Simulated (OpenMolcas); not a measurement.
# CH5GaO (SMILES C[O][GaH2]): levels of theory compared

Aim: a comparison of 6 runs (HF/3-21G, B3LYP/6-31G*, SVWN5/cc-pVDZ, TPSS/cc-pVDZ, r2SCAN/cc-pVDZ, CCSD(T)/cc-pVDZ) of CH5GaO. 

The results are computed with OpenMolcas 26.06.

## (1) The structure to begin with

CH5GaO has 8 atoms, charge 0, and is taken as a singlet. SMILES: `C[O][GaH2]`. The C1–H4 distance was set to 1.425 Å, away from the relaxed value.

Bond lengths: C1–O2 1.402 Å, O2–Ga3 1.782 Å, C1–H5 1.099 Å, C1–H6 1.096 Å, Ga3–H7 1.565 Å, Ga3–H8 1.555 Å. Angles: C1–O2–Ga3 123.8°, O2–C1–H5 113.2°, O2–C1–H6 110.0°, O2–Ga3–H7 115.8°, O2–Ga3–H8 113.9°, H5–C1–H6 107.8°, H7–Ga3–H8 130.3°. A long bond or contact: C1–H4 1.425 Å.

## (2) A single-point energy at HF/3-21G (run 1)

Input file input.xyz:

```xyz
8

C     -0.441795     0.975780    -0.144614
O     -0.530295    -0.270320     0.491786
Ga     0.878205    -1.298820     0.857586
H     -1.200200     0.962000    -1.350600
H      0.589205     1.259380    -0.398314
H     -0.855595     1.757380     0.502586
H      2.268905    -0.729620     0.421186
H      0.516705    -2.633520     1.568386
```

Input file mol.inp:

```
* CH5GaO Hartree-Fock

&GATEWAY
  BasLib
  $CurrDir
  Coord
  input.xyz
  Basis
  3-21G
  Group
  NoSym

&SEWARD

&SCF
  Thresholds
  1e-10 1e-07 1e-07 1e-05
  PrOrbitals
  1
```

The basis set 3-21G is read from a file made from the Basis Set Exchange's data (not shown).

On the command line:

```sh
$ export MOLCAS_MEM=1860
$ pymolcas mol.inp > mol.log
```

The program printed:

```text
--- Start Module: gateway ---
[...]
--- Stop Module: gateway /rc=_RC_ALL_IS_WELL_ ---
--- Start Module: seward ---
[...]
      Basis functions           50
--- Stop Module: seward /rc=_RC_ALL_IS_WELL_ ---
--- Start Module: scf ---
[...]
       Convergence after  12 Iterations
[...]
::    Total SCF energy                              -2028.8045631904
[...]
      Total spin, S                                     0.0000000000
[...]
      Total electronic charge=   50.000000
      Total            charge=   -0.000000
[...]
      Dipole Moment (debye):
      Origin of the operator (angstrom)=    0.4715   -0.7995    0.6472
                   X=  1.8626E+00               Y=  2.8580E-01               Z=  1.0379E-01           Total=  1.8872E+00
      Quadrupole Moment (debye*angstrom):
[...]
--- Stop Module: scf /rc=_RC_ALL_IS_WELL_ ---
[...]
```

Wall time 1.4 s (1 thread of Intel Xeon 6975P-C (Granite Rapids), shared host); peak memory 0.38 GiB.

## (3) A single-point energy at B3LYP/6-31G(d) (Cartesian functions) (run 2)

Input file calc.inp:

```
>>> EXPORT MOLCAS_PRINT=2

&GATEWAY
  BasLib=$CurrDir
  Coord
  8
  angstrom
  C       -0.441795       0.975780      -0.144614
  O       -0.530295      -0.270320       0.491786
  Ga       0.878205      -1.298820       0.857586
  H       -1.200200       0.962000      -1.350600
  H        0.589205       1.259380      -0.398314
  H       -0.855595       1.757380       0.502586
  H        2.268905      -0.729620       0.421186
  H        0.516705      -2.633520       1.568386
  Basis=6-31Gs
  Group=NoSym

&SEWARD
  GridInput
  Grid=UltraFine
  End of Grid

&SCF
  KSDFT=B3LYP
  Thresholds=1e-10 1e-07 1e-07 1e-05
  PrOrbitals=1 1
```

The basis set 6-31G* is read from a file made from the Basis Set Exchange's data (not shown).

On the command line:

```sh
$ export MOLCAS_MEM=1860
$ pymolcas calc.inp > calc.log
```

The program printed:

```text
--- Start Module: gateway ---
[...]
--- Stop Module: gateway /rc=_RC_ALL_IS_WELL_ ---
--- Start Module: seward ---
[...]
      Basis functions           75
--- Stop Module: seward /rc=_RC_ALL_IS_WELL_ ---
[...]
--- Start Module: scf ---
[...]
       Convergence after  13 Iterations
[...]
::    Total KS-DFT energy                           -2040.9260552821
[...]
      Total spin, S                                     0.0000000000
[...]
      Total electronic charge=   50.000000
      Total            charge=   -0.000000
[...]
      Dipole Moment (debye):
      Origin of the operator (angstrom)=    0.4715   -0.7995    0.6472
                   X=  1.3336E+00               Y=  2.2733E-01               Z=  1.2923E-01           Total=  1.3590E+00
      Quadrupole Moment (debye*angstrom):
[...]
--- Stop Module: scf /rc=_RC_ALL_IS_WELL_ ---
[...]
```

It took 13 s on 1 thread of Intel Xeon 6975P-C (Granite Rapids), shared host; peak memory 0.43 GiB.

Runs 3 to 4 aren't shown in full; the table further down has their settings and results.

## (4) The energy at r2SCAN/cc-pVDZ (run 5)

input.xyz is that of step 2.

Input file run.inp:

```
* CH5GaO Kohn-Sham DFT

&GATEWAY
 BASLIB
 $CurrDir
 COORD
 input.xyz
 BASIS
 cc-pVDZ
 GROUP
 NoSym

&SEWARD
 GRIDINPUT
 Grid=UltraFine
 End of Grid

&SCF
 KSDFT
 2
 1.0 MGGA_X_R2SCAN
 1.0 MGGA_C_R2SCAN
 THRESHOLDS
 1e-10 1e-07 1e-07 1e-05
 PRORBITALS
 1
```

The basis set cc-pVDZ is read from a file made from the Basis Set Exchange's data (not shown).

On the command line:

```sh
$ export MOLCAS_MEM=1860
$ pymolcas run.inp > run.log
```

The program printed:

```text
--- Start Module: gateway ---
[...]
--- Stop Module: gateway /rc=_RC_ALL_IS_WELL_ ---
--- Start Module: seward ---
[...]
      Basis functions           80
--- Stop Module: seward /rc=_RC_ALL_IS_WELL_ ---
[...]
--- Start Module: scf ---
[...]
       Convergence after  15 Iterations
[...]
::    Total KS-DFT energy                           -2041.0433324427
[...]
      Total spin, S                                     0.0000000000
[...]
      Total electronic charge=   50.000000
      Total            charge=   -0.000000
[...]
      Dipole Moment (debye):
      Origin of the operator (angstrom)=    0.4715   -0.7995    0.6472
                   X=  1.2441E+00               Y=  1.9150E-01               Z=  1.5003E-01           Total=  1.2676E+00
      Quadrupole Moment (debye*angstrom):
[...]
--- Stop Module: scf /rc=_RC_ALL_IS_WELL_ ---
[...]
```

It took 26 s on 1 thread of Intel Xeon 6975P-C (Granite Rapids), shared host; peak memory 0.44 GiB.

## (5) A single-point energy at CCSD(T)/cc-pVDZ (run 6)

Input file mol.input:

```
* CH5GaO CCSD(T)
>>> EXPORT MOLCAS_PRINT=2
&GATEWAY
BasLib
$CurrDir
Coord
8
bohr
C     -0.83487155     1.84395696    -0.27328085
O     -1.00211232    -0.51083077     0.92934085
Ga     1.65956693    -2.45441409     1.62060267
H     -2.26804929     1.81791653    -2.55226410
H      1.11343608     2.37988329    -0.75270437
H     -1.61684022     3.32096690     0.94974989
H      4.28760905    -1.37878198     0.79592619
H      0.97643094    -4.97663154     2.96382000
Basis
cc-pVDZ
Group
NoSym
&SEWARD
&SCF
Thresholds
1e-10 1e-07 1e-07 1e-05
PrOrbitals
1
&RASSCF
FileOrb
$Project.ScfOrb
Spin
1
Nactel
0 0 0
Inactive
25
Ras2
0
OutOrbitals
Canonical
OrbListing
Nothing
&MOTRA
JobIph
Frozen
11
&CCSDT
CCT
Triples
2
Iterations
80
Accuracy
1e-08
Extrapolation
5 4
```

The basis set cc-pVDZ is read from a file made from the Basis Set Exchange's data (not shown).

On the command line:

```sh
$ export MOLCAS_MEM=1860
$ pymolcas mol.input > mol.log
```

The program printed:

```text
--- Start Module: gateway ---
[...]
--- Stop Module: gateway /rc=_RC_ALL_IS_WELL_ ---
[...]
      Basis functions           80
[...]
       Convergence after  12 Iterations
[...]
::    Total SCF energy                              -2038.8172678041
[...]
      Total spin, S                                     0.0000000000
[...]
      Number of active orbitals                  0
[...]
      Spin quantum number                      0.0
[...]
      Active orbitals                            0
[...]
      Number of CSFs                             1
[...]
      Number of root(s) required                 1
[...]
      Convergence after  4 iterations
[...]
      Natural orbitals and occupation numbers for root  1
      ************************************************************************************************************************
      *                                                    Final results                                                     *
      ************************************************************************************************************************
[...]
::    RASSCF root number  1 Total energy:  -2038.81726780
[...]
      Total electronic charge=   50.000000
      Total            charge=   -0.000000
[...]
      Dipole Moment (debye):
      Origin of the operator (angstrom)=    0.4715   -0.7995    0.6472
                   X=  1.7206E+00               Y=  5.8900E-02               Z=  2.5511E-01           Total=  1.7404E+00
      Quadrupole Moment (debye*angstrom):
[...]
--- Start Module: motra ---
[...]
      *** WARNING: Default frozen orbitals is overwritten by user input.
      *** Default values:  16
[...]
--- Stop Module: motra /rc=_RC_ALL_IS_WELL_ ---
--- Start Module: ccsdt ---
[...]
      Convergence after                    14  Iterations
      Total energy (diff) :   -2039.28066273       0.00000001
[...]
 METHOD                       : CCSD+T(CCSD)+<T3(1)WT1> = CCSD(T)
[...]
       CCSD     =     -2039.2806627297236
[...]
--- Stop Module: ccsdt /rc=_RC_ALL_IS_WELL_ ---
[...]
```

Run time: 32 s. Hardware: 1 thread of Intel Xeon 6975P-C (Granite Rapids), shared host; peak memory 0.45 GiB.

## (6) Overview of the runs

```tsv
run	level	Cartesian functions	integration grid	energy (Eh)	dipole moment (D) of the reference	HOMO energy (eV)	LUMO energy (eV)	wall time
1	HF/3-21G	no	–	-2028.804563	1.89	-10.61	1.48	1.4 s
2	B3LYP/6-31G* (Cartesian functions)	yes	UltraFine	-2040.926055	1.36	-7.31	-1.50	13 s
3	SVWN5/cc-pVDZ	no	UltraFine	-2037.163303	1.12	-6.32	-2.21	12 s
4	TPSS/cc-pVDZ	no	UltraFine	-2041.138386	1.18	-6.33	-1.83	29 s
5	r2SCAN/cc-pVDZ	no	UltraFine	-2041.043332	1.27	-6.48	-1.72	26 s
6	CCSD(T)/cc-pVDZ	no	–	-2039.293820	1.74	-10.91	1.46	32 s
```

## (7) Outcome

| quantity | value |
| --- | --- |
| run 6: total energy | -2039.29382 Eh |
| run 6: dipole moment (mean-field density) | 1.74 D |
| run 6: HOMO energy (Hartree–Fock orbitals) | -10.91 eV |
| run 6: LUMO energy (Hartree–Fock orbitals) | 1.46 eV |
| run 6: HOMO–LUMO gap (Hartree–Fock orbitals) | 12.37 eV |
| run 6: correlation energy (11 core orbitals frozen) | -476.6 mEh |
| run 6: (T) correction | -13.16 mEh |

Over runs 1, 2, 3, 4, 5 the dipole moment (its size) runs from 1.12 D (SVWN5/cc-pVDZ) to 1.89 D (HF/3-21G). The two ends differ in method and basis. Over runs 1, 2, 3, 4, 5 the HOMO–LUMO gap runs from 4.11 eV (SVWN5/cc-pVDZ) to 12.08 eV (HF/3-21G). Totals of different functionals can't be ranked against each other. All runs together took 1.9 min, the longest 32 s.
